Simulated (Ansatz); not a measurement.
The system is LiCuAuO2.

```xyz
5
Lattice="1.6372 0.9452 6.4188 -1.6372 0.9452 6.4188 0.0000 -1.8905 6.4188" Properties=species:S:1:pos:R:3 pbc="T T T"
Au    0.0000    0.0000   19.0984
Cu    0.0000    0.0000    9.9325
O     0.0000    0.0000    1.9434
O     0.0000    0.0000   17.0270
Li    0.0000    0.0000   14.5821
```

The cell comes from a database or a generator and needn't be the stable form of this composition.

```yaml
Program: Ansatz 0.2.0
Task: relaxation of cell and atoms
Functional: PBE
Potentials_or_basis: Ansatz PAW
Cutoff: "420 eV (not typed: the program's choice for these potentials)"
k_mesh: 9 × 9 × 9
Occupations: fermi-dirac, width 0.05 eV
Spin: no spin polarisation
```

At the start: volume 11.92 Å³/atom.

Task: Where does the relaxation end?

Result: It ends after 15 steps and the volume is 12.52 Å³/atom (+5.0 %); space group R3m (No. 160, to 0.05 Å).

The path:
```tsv
step	energy change (eV)	largest force (eV/Å)	volume (Å³)
1	0.0000	0.3330	59.60
2	-0.0106	0.2379	59.33
3	-0.0238	0.2382	59.39
4	-0.0345	0.1828	59.78
5	-0.0423	0.0987	60.90
6	-0.0468	0.0961	61.56
7	-0.0449	0.0363	62.64
8	-0.0466	0.0414	62.24
9	-0.0468	0.0408	62.20
10	-0.0467	0.0027	62.26
11	-0.0558	0.0028	62.26
12	-0.0553	0.0053	62.52
13	-0.0552	0.0132	62.57
14	-0.0551	0.0010	62.60
15	-0.0560	0.0010	62.60
```

Final structure:
```
Au Cu O Li
1.0
     1.65780    0.95713    6.57487
    -1.65780    0.95713    6.57487
     0.00000   -1.91426    6.57487
Au Cu O Li
1 1 2 1
Cartesian
  0.0000 0.0000 19.4585
  0.0000 0.0000 10.5415
  0.0000 0.0000 1.7212
  0.0000 0.0000 17.3386
  0.0000 0.0000 15.0451
```

Caveat: the plane-wave basis is chosen anew once the cell has moved, so the energies of steps on either side of that aren't comparable; the pressure holds a Pulay correction of +0.4 GPa for the finite cutoff; an odd number of electrons without spin polarisation forces a metal; a magnetic or distorted state may lie lower; the run has no spin polarisation, though such a crystal can be magnetic.
